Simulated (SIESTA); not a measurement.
Crystal: NbPd3.

```
CELL_PARAMETERS angstrom
-1.93500 1.93500 3.98000
1.93500 -1.93500 3.98000
1.93500 1.93500 -3.98000
ATOMIC_POSITIONS crystal
Pd 0.50000 0.50000 0.00000
Pd 0.25000 0.75000 0.50000
Pd 0.75000 0.25000 0.50000
Nb 0.00000 0.00000 0.00000
```

```yaml
Program: SIESTA 5.4.2
Task: single point
Functional: PBEsol
Potentials_or_basis: PseudoDojo 0.4 standard (PBEsol files)
Basis: DZP (energy shift 0.003 Ry; two zetas on semicore shells)
Grid_cutoff: 800 Ry
Energy_shift: 0.003 Ry
k_mesh: 10 × 10 × 10
Occupations: fermi-dirac, width 0.05 eV
Spin: no spin polarisation
```

On this cell: pressure 2.2 GPa; largest force under 0.003 eV/Å; band gap on the k mesh none (metal or under the smearing width).

The same run follows on a disturbed copy (atoms moved at random, drawn with an rms of 0.05 Å):

```
Pd Nb
1.0
    -1.93500    1.93500    3.98000
     1.93500   -1.93500    3.98000
     1.93500    1.93500   -3.98000
Pd Nb
3 1
Cartesian
  0.0052 0.0444 4.0178
  1.9345 0.0070 1.9760
  0.0284 1.9341 1.9794
  0.0847 0.0328 -0.0205
```

Q: What changes?

A: The energy (extrapolated to zero smearing) moves by +12.5 meV/atom; pressure 2.7 GPa; largest force 0.690 eV/Å; band gap on the k mesh none (metal or under the smearing width).

Forces in eV/Å, atoms in the order of the input:
```
Pd   0.335 -0.260 -0.530
Pd   0.452  0.141  0.266
Pd  -0.115  0.240  0.175
Nb  -0.673 -0.122  0.089
```

Stress tensor (GPa, compression positive):
```
 2.74 -0.14 -0.15
-0.14  2.90  0.17
-0.15  0.17  2.51
```

Caveats: the basis of atomic orbitals isn't converged, which shifts pressures, moduli and gaps.
